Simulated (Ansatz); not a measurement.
# CH₃B₂F: taking an electron away

One table from this session's results is given with a row withheld; the runs are named, their logs left out.

The runs use Ansatz 0.2.0, Gaussian basis; unrestricted cation, the program's frozen cores in correlated methods.

Plan: UKS PBE-D4/def2-TZVPP; UKS r2SCAN-D4/def2-TZVPP; UKS PBE0-D4/def2-TZVPP; UKS B3LYP-D4/def2-TZVPP; UKS wB97X-V/def2-TZVPP; UKS wB97M-V/def2-TZVPP; UKS B2PLYP/def2-TZVPP; UHF-CCSD(T)/def2-TZVPP; UHF-MP2/def2-QZVPP; extrapolation to the limit; then −ε(HOMO) from the neutral's earlier runs with LDA (SPW92), PBE-D4, revPBE-D4, BLYP-D4, r2SCAN-D4, B97M-V, PBE0-D4, B3LYP-D4, r2SCANh-D4, r2SCAN0-D4, HSE06-D4, BHLYP-D4, CAM-B3LYP-D4, LC-ωPBE, ωB97X-V, ωB97M-V.

## Structure used throughout

The geometry comes from an earlier relaxation with PBE0-D4 in a triple-zeta def2 set; it is a stationary point, not always the lowest conformer.

SMILES `FB1BC1`, 7 atoms, charge 0, spin multiplicity 1.

Atoms are counted from 1 here; the program's logs count them from 0.

Bond lengths: F1–B2 1.303 Å, B2–B3 1.513 Å, B2–C4 1.682 Å, B3–C4 1.487 Å, B3–H5 1.179 Å, C4–H6 1.089 Å, C4–H7 1.101 Å. Angles: F1–B2–B3 177.7°, F1–B2–C4 127.1°, B3–B2–C4 55.2°, B2–B3–C4 68.2°, B2–B3–H5 161.9°, C4–B3–H5 129.9°, B2–C4–B3 56.6°, B2–C4–H6 179.7°, B2–C4–H7 74.1°, B3–C4–H6 123.1°, B3–C4–H7 130.8°, H6–C4–H7 106.1°.

As a file:

```mol
CH3B2F
  3D, bonds by distance, orders not assigned

  7  7  0  0  0  0  0  0  0  0999 V2000
   -1.3691   -1.4026    0.9889 F   0  0
   -0.8806   -0.5202    0.1635 B   0  0
   -0.3672    0.5046   -0.8236 B   0  0
    0.6737    0.1237    0.1682 C   0  0
   -0.3133    1.2673   -1.7215 H   0  0
    1.6783    0.5446    0.1686 H   0  0
    0.6392   -0.5853    1.0101 H   0  0
  1  2  8  0
  2  3  8  0
  3  4  8  0
  3  5  8  0
  4  6  8  0
  4  7  8  0
  2  4  8  0
M  END
```

The first run:

in.yaml

```yaml
crystal:
  periodic: [false, false, false]
  atoms:
    - {symbol: F, position_ang: [-1.369070, -1.402589, 0.988932]}
    - {symbol: B, position_ang: [-0.880584, -0.520233, 0.163492]}
    - {symbol: B, position_ang: [-0.367248, 0.504638, -0.823647]}
    - {symbol: C, position_ang: [0.673716, 0.123658, 0.168211]}
    - {symbol: H, position_ang: [-0.313260, 1.267309, -1.721462]}
    - {symbol: H, position_ang: [1.678329, 0.544563, 0.168601]}
    - {symbol: H, position_ang: [0.639217, -0.585346, 1.010072]}
basis:
  gaussian: {orbitals: def2-TZVPP}
total_charge: 1
magnetization: {spin_polarized: true, initial_magnetization: 1}
hamiltonian: {xc: pbe, dispersion: d4}
```

Command:

```bash
> ansatz run in.yaml --threads 2 --pin off --events-out ev --progress --plain --max-ram 4352MiB
```

Among the steps run: Cation, UKS PBE-D4/def2-TZVPP; Cation, UKS r2SCAN-D4/def2-TZVPP; Cation, UKS PBE0-D4/def2-TZVPP; Cation, UKS B3LYP-D4/def2-TZVPP; Cation, UKS wB97X-V/def2-TZVPP; Cation, UKS wB97M-V/def2-TZVPP; Cation, UKS B2PLYP (frozen core)/def2-TZVPP; Cation, UHF-CCSD(T)/def2-TZVPP; Cation, UHF-MP2/def2-QZVPP.

One of the session's tables, all rows but one given; the rest of the session is left out.

For comparison, −ε(HOMO) of the neutral from earlier runs:

| functional | −ε(HOMO) (eV) |
| --- | --- |
| LDA (SPW92) | 6.78 |
| PBE-D4 | 6.67 |
| revPBE-D4 | 6.63 |
| BLYP-D4 | 6.58 |
| r2SCAN-D4 | 6.94 |
| B97M-V | 7.02 |
| PBE0-D4 | 7.99 |
| B3LYP-D4 | ? |
| r2SCANh-D4 | 7.43 |
| r2SCAN0-D4 | 8.16 |
| HSE06-D4 | 7.58 |
| BHLYP-D4 | 8.98 |
| CAM-B3LYP-D4 | 9.40 |
| LC-ωPBE | 10.75 |
| ωB97X-V | 10.39 |
| ωB97M-V | 10.25 |

Q: Estimate the row for B3LYP-D4 from the others.

Worked estimate for «−ε(HOMO) (eV)». Against the share of exact exchange, BLYP-D4 (0, 6.58), BHLYP-D4 (0.5, 8.98) give a slope of 4.80 per unit share; at 0.2 the line stands at 7.54.

As computed: −ε(HOMO) (eV): 7.79. In «−ε(HOMO) (eV)» the line misses by -0.25.

Caveats from the session: The cation may have settled in a state other than its lowest; no search over hole states beyond the program's own was made.
